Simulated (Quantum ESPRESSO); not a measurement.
Crystal: BAs.

```xyz
2
Lattice="0.0000 2.3885 2.3885 2.3885 0.0000 2.3885 2.3885 2.3885 0.0000" Properties=species:S:1:pos:R:3 pbc="T T T"
B     0.0000    0.0000    0.0000
As    1.1943    1.1943    1.1943
```

Base run:

* Program: Quantum ESPRESSO 7.5
* Functional: PBE
* Potentials or basis: PseudoDojo 0.4.1 SR PBE standard
* Cutoff: 1143 eV
* Density cutoff: 4572 eV
* k mesh: 6 × 6 × 6
* Occupations: fixed
* Spin: no spin polarisation

Its results: band gap on the k mesh, mean-field level 1.29 eV, indirect (least direct gap 3.29 eV).

**Question.** The run is repeated on the same cell with these changes: k mesh from 6 × 6 × 6 to 8 × 8 × 8. What comes out?

**Answer.** Band gap on the k mesh, mean-field level 1.21 eV, indirect (least direct gap 3.29 eV).

A k mesh can miss the band edges.
